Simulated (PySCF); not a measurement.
# GeH5P: the cost of one run

Computed with PySCF 2.14.0, with density-fitted response routines of our own, on a single molecule in the gas phase. Atoms count from 0, in the outputs and in this text.

## (1) The starting structure

7 atoms, charge 0, multiplicity 1; geometry from: PBE0-D3(BJ)/def2-SVP.

Bonds of the start (Å): P0–Ge1 2.33, P0–H2 1.43, P0–H3 1.43, Ge1–H4 1.54, Ge1–H5 1.54, Ge1–H6 1.54.

## (2) Ultraviolet spectrum: B3LYP/def2-SVPD

The job: settings as JSON, then the geometry in Å.

```
{"job": {"kind": "uv", "xc": "B3LYP", "basis": "def2-SVPD", "ip": true}, "charge": 0, "multiplicity": 1}
P      1.425135    -0.043541     0.813423
Ge    -0.673857     0.233292    -0.153490
H      2.095712     0.682439    -0.219027
H      1.652426    -1.305850     0.183831
H     -1.665287    -0.687051     0.580214
H     -1.102320     1.697177     0.052032
H     -0.693420    -0.095612    -1.658203
```

Level: TDDFT B3LYP/def2-SVPD, vertical, gas phase, core orbitals frozen in the response.

The run is started by

```sh
$ OMP_NUM_THREADS=1 python probes_run.py task.json out
```

The driver reads the jobs from task.json and runs them one after another.

**Question.** How long does this first job take on 1 thread of Arm Neoverse V2, shared host, and how much memory does it need?

About 10 s, with a peak of 0.44 GiB.
